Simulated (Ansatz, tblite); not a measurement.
**The cluster Sn2Cl4: charged states by level of theory**

The task here is to estimate one member of a computed series from the others.

Method: as each input shows; program: Ansatz 0.2.0, Gaussian basis.

The runs, in order: charge +1 doublet, at the geometry of the singlet (PBE0-D4/def2-TZVP, PBE-D4/def2-TZVP, ωB97M-V/def2-TZVP, CCSD(T)/def2-SVP); charge -1 doublet, at the geometry of the singlet (PBE0-D4/def2-TZVPD, PBE-D4/def2-TZVPD); the starting singlet's energies come from earlier runs.

3 further runs of the same task are left out: 1 that didn't finish, 2 set aside as unsound or not needed. Runs told in other sessions of the task aren't counted.

### The relaxed structure

The singlet was relaxed beforehand with PBE-D4/def2-SVP. At that level it is the lowest of the isomers that a small search found.

6 atoms, charge 0, spin multiplicity 1.

Atoms are counted from 1 here; the program's logs count them from 0.

Bond lengths: Sn1–Cl3 2.627 Å, Sn1–Cl5 2.626 Å, Sn1–Cl6 2.449 Å, Sn2–Cl3 2.708 Å, Sn2–Cl4 2.418 Å, Sn2–Cl5 2.708 Å. Angles: Cl3–Sn1–Cl5 83.5°, Cl3–Sn1–Cl6 90.6°, Cl5–Sn1–Cl6 90.5°, Cl3–Sn2–Cl4 95.4°, Cl3–Sn2–Cl5 80.5°, Cl4–Sn2–Cl5 95.3°, Sn1–Cl3–Sn2 87.5°, Sn1–Cl5–Sn2 87.5°.

Sn takes a core potential in the def2 sets. No spin-orbit coupling is included.

Set-up of the first run:

The input, in.yaml:

```yaml
crystal:
  periodic: [false, false, false]
  atoms:
    - {symbol: Sn, position_ang: [-1.854278, 1.183097, 0.122841]}
    - {symbol: Sn, position_ang: [1.444764, -0.467814, 0.058739]}
    - {symbol: Cl, position_ang: [-0.844969, -0.843630, 1.454586]}
    - {symbol: Cl, position_ang: [1.634301, -2.759447, -0.689925]}
    - {symbol: Cl, position_ang: [-0.354699, 0.263801, -1.827591]}
    - {symbol: Cl, position_ang: [-0.025129, 2.623993, 0.881350]}
basis:
  gaussian: {orbitals: def2-TZVP}
total_charge: 1
magnetization: {spin_polarized: true, initial_magnetization: 1}
hamiltonian: {xc: pbe0, dispersion: d4}
scf: {omitted_lower_state_checks: [starts]}
output: {orbitals: {seedname: orbitals}}
```

Launch:

```
$ ansatz run in.yaml --threads 4 --pin off --events-out ev --progress --plain --max-ram 4787MiB
```

Among the steps run: Charge +1 doublet at the fixed geometry, PBE0-D4/def2-TZVP; Charge +1 doublet at the fixed geometry, PBE-D4/def2-TZVP; Charge +1 doublet at the fixed geometry, ωB97M-V/def2-TZVP; Charge +1 doublet at the fixed geometry, CCSD(T)/def2-SVP.

One table of the session follows, with a row left open; its other results are not shown here.

It belongs to the step «Vertical ionisation energy». 

| method | vertical ionisation energy (eV) |
| --- | --- |
| HF/def2-SVP | 9.17 |
| PBE-D4/def2-TZVP | 9.12 |
| PBE0-D4/def2-TZVP | 9.51 |
| ωB97M-V/def2-TZVP | 9.81 |
| MP2/def2-SVP | 9.45 |
| CCSD/def2-SVP | ? |
| CCSD(T)/def2-SVP | 9.23 |

**Question.** Estimate the row for CCSD/def2-SVP.

As computed: vertical ionisation energy (eV): 9.35. In the column «vertical ionisation energy (eV)» it lies between CCSD(T)/def2-SVP (9.23) and MP2/def2-SVP (9.45).

Caveats from the session: The anion's highest level is positive in at least one run, so there the basis alone may hold the extra electron.
